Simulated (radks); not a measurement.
**Taking charge from the 1s level of B³⁺ in fractions**

What happens to E and to the 1s eigenvalue of B³⁺ when a fraction of an electron is removed? The exact functional would give straight lines between whole numbers for a frontier level.

Method: non-relativistic Kohn-Sham, BLYP, spin-polarised, spherical densities, point nucleus. Code: radks (a radial shooting solver on a logarithmic mesh, Libxc functionals) version 1.

### 1 The atom as given

```
element       : boron (Z = 5)
charge        : +3
electrons     : 2
configuration : 1s(up 1, down 1)
```

A shell typed twice in an input gives spin up, then spin down.

### 2 Start: 1s(up 1, down 1)

Settings of this run:

```text
Z 5
configuration 1s1 1s1
relativity non-relativistic
functional b88,lyp
spin polarised
nucleus point
```

### 3 0.1 electron removed from 1s

Settings of this run:

```text
Z 5
configuration 1s1 1s0.9
relativity non-relativistic
functional b88,lyp
spin polarised
nucleus point
```

### 4 0.2 electron removed from 1s

Settings of this run:

```text
Z 5
configuration 1s1 1s0.8
relativity non-relativistic
functional b88,lyp
spin polarised
nucleus point
```

### 5 0.3 electron removed from 1s

Settings of this run:

```text
Z 5
configuration 1s1 1s0.7
relativity non-relativistic
functional b88,lyp
spin polarised
nucleus point
```

### 6 0.4 electron removed from 1s

Settings of this run:

```text
Z 5
configuration 1s1 1s0.6
relativity non-relativistic
functional b88,lyp
spin polarised
nucleus point
```

### 7 0.5 electron removed from 1s

Settings of this run:

```text
Z 5
configuration 1s1 1s0.5
relativity non-relativistic
functional b88,lyp
spin polarised
nucleus point
```

### 8 0.6 electron removed from 1s

Settings of this run:

```text
Z 5
configuration 1s1 1s0.4
relativity non-relativistic
functional b88,lyp
spin polarised
nucleus point
```

### 9 0.7 electron removed from 1s

Settings of this run:

```text
Z 5
configuration 1s1 1s0.3
relativity non-relativistic
functional b88,lyp
spin polarised
nucleus point
```

### 10 0.8 electron removed from 1s

Settings of this run:

```text
Z 5
configuration 1s1 1s0.2
relativity non-relativistic
functional b88,lyp
spin polarised
nucleus point
```

### 11 0.9 electron removed from 1s

Settings of this run:

```text
Z 5
configuration 1s1 1s0.1
relativity non-relativistic
functional b88,lyp
spin polarised
nucleus point
```

### 12 1 electron removed from 1s

Settings of this run:

```text
Z 5
configuration 1s1 1s0
relativity non-relativistic
functional b88,lyp
spin polarised
nucleus point
```

Q: Predict the outcome of this session. Wanted: for each run, removed; E − E(0); eigenvalue.

As calculated:

| removed (e) | E − E(0) (eV) | eigenvalue (eV) |
| --- | --- | --- |
| 0 | 0.000 | -231.84 |
| 0.1 | 23.481 | -237.76 |
| 0.2 | 47.550 | -243.62 |
| 0.3 | 72.201 | -249.38 |
| 0.4 | 97.423 | -255.04 |
| 0.5 | 123.20 | -260.54 |
| 0.6 | 149.52 | -265.84 |
| 0.7 | 176.36 | -270.89 |
| 0.8 | 203.69 | -275.56 |
| 0.9 | 231.45 | -279.42 |

What this shows: The trapezoid integral of minus the eigenvalue gives 231.43 eV over the range, against 231.45 eV from the energies (Janak's theorem). The eigenvalue moves by 52.9 eV per electron.
